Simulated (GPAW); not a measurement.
Al3Pd:

```
CELL_PARAMETERS angstrom
3.94691 0.00000 0.00000
0.00000 3.94691 0.00000
0.00000 0.00000 3.94691
ATOMIC_POSITIONS crystal
Pd 0.00000 0.00000 0.00000
Al 0.50000 0.50000 0.00000
Al 0.50000 0.00000 0.50000
Al 0.00000 0.50000 0.50000
```

The cell comes from a database or a generator and needn't be the stable form of this composition.

Base run:

- Program: GPAW 26.7.0
- Functional: PBEsol
- Potentials or basis: PAW data sets generated in the run's folder for this functional
- Cutoff: 600 eV
- Basis: pw
- k mesh: 7 × 7 × 7
- Occupations: fermi-dirac, width 0.05 eV
- Spin: no spin polarisation

Its results: pressure -1.5 GPa.

Question: The run is repeated on the same cell with these changes: functional from PBEsol to LDA; potentials or basis from PAW data sets generated in the run's folder for this functional to the program's PAW data sets (release 1.2.1) made for this functional. What comes out?

Answer: Pressure -4.5 GPa.
